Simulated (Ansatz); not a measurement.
I need a test of the smearing width of HfN, space group P6_3/mmc. Use Ansatz 0.2.0, Python API. Level of theory (first run): r2SCAN, PAW, cutoff 530 eV, 8×8×4 k-points, Methfessel-Paxton smearing of 0.25 eV. The script varies width (eV): 0.25, 0.15, 0.1, 0.05, 0.025.

```yaml
crystal:
  lattice:
    - [3.13391, 0.00000, 0.00000]
    - [-1.56695, 2.71404, 0.00000]
    - [0.00000, 0.00000, 5.41677]
  atoms:
    - { symbol: Hf, position: [0.66667, 0.33333, 0.75000] }
    - { symbol: Hf, position: [0.33333, 0.66667, 0.25000] }
    - { symbol: N, position: [0.00000, 0.00000, 0.00000] }
    - { symbol: N, position: [0.00000, 0.00000, 0.50000] }
```

The script, `smear.py`:
```python
# -*- coding: utf-8 -*-
"""Smearing width test for HfN."""

import argparse

import ansatz
import pandas as pd

parser = argparse.ArgumentParser(description="Smearing width test for HfN.")
parser.add_argument("--cutoff-ev", type=float, required=True, help="plane-wave cutoff (eV)")
parser.add_argument("--mesh", type=int, nargs=3, required=True, help="k-point sampling")
args = parser.parse_args()


def main():
    hfn = (
        ansatz.Lattice.from_parameters(3.133908, 3.133908, 5.416768, alpha=90, beta=90, gamma=120)
        .space_group(194)
        .atom("Hf", [2 / 3, 1 / 3, 0.75])
        .atom("N", [0.0, 0.0, 0.0])
    )

    calculation = (
        hfn.calculation()
        .functional(ansatz.Functional.R2SCAN)
        .pseudopotentials("paw")
        .basis(args.cutoff_ev)  # a bare number is in eV
        .kpoints(*args.mesh)  # sampling of the Brillouin zone
        .forces()  # minus the gradient of the free energy
        .stress()  # GPa
    )

    rows = []
    for value in [0.25, 0.15, 0.1, 0.05, 0.025]:
        summary = calculation.occupations("methfessel_paxton", width=value).run(threads=1).report
        rows.append((value, summary["free_energy_ev"] / len(summary["lattice"]["sites"]), summary["n_iterations"], sum(summary["stress_gpa"][i][i] for i in range(3)) / 3, max(abs(f) for row in summary["forces_ev_ang"] for f in row), summary["n_kpoints"]))

    table = pd.DataFrame(rows, columns=["width (eV)", "F/atom (eV)", "iterations", "P (GPa)", "max component (eV/A)", "k-points"])
    print(table.round(5).to_string(index=False))

    # differences from the last row
    for row in rows[:-1]:
        shift = 1000 * (row[1] - rows[-1][1])
        print(f"{row[0]}: {shift:+.2f} meV/atom" + ("  (within 2 meV)" if abs(shift) < 2 else ""))


if __name__ == "__main__":
    main()
```

```console
$ python smear.py --cutoff-ev 530.0 --mesh 8 8 4
 width (eV)  F/atom (eV)  iterations  P (GPa)  max component (eV/A)  k-points
      0.250  -8060.79682           8  2.54983                   0.0        30
      0.150  -8060.79605           8  2.61995                   0.0        30
      0.100  -8060.79564           8  2.66296                   0.0        30
      0.050  -8060.79540           8  2.71655                   0.0        30
      0.025  -8060.79539           8  2.71644                   0.0        30
0.25: -1.43 meV/atom  (within 2 meV)
0.15: -0.66 meV/atom  (within 2 meV)
0.1: -0.25 meV/atom  (within 2 meV)
0.05: -0.01 meV/atom  (within 2 meV)
```

Going from 0.025 to 0.25 eV changes F by -1.4 meV an atom. This scheme is built to cancel the term in the square of the width, so the shifts stay small and are partly the mesh's error. The pressure moves from 2.72 to 2.55 GPa.

What to keep in mind:
- The run is spin-unpolarised.
- For a metal this k-point mesh is coarse: on a finer one energies can move by several to tens of meV an atom and pressures by half a GPa or more, differences at one mesh by less.
- Forces vanish by symmetry here and test nothing.
- The narrowest width needs the finest mesh, so the last row is no converged reference.
- Pressure is positive in compression.
- Spin-orbit coupling, which matters for elements this heavy, is left out.
- This cell is a computed structure, which may not be the phase found in nature.
- Wall time of the script: 42 s on 1 thread of Arm Neoverse V2, on a shared host, peak memory 0.58 GiB.
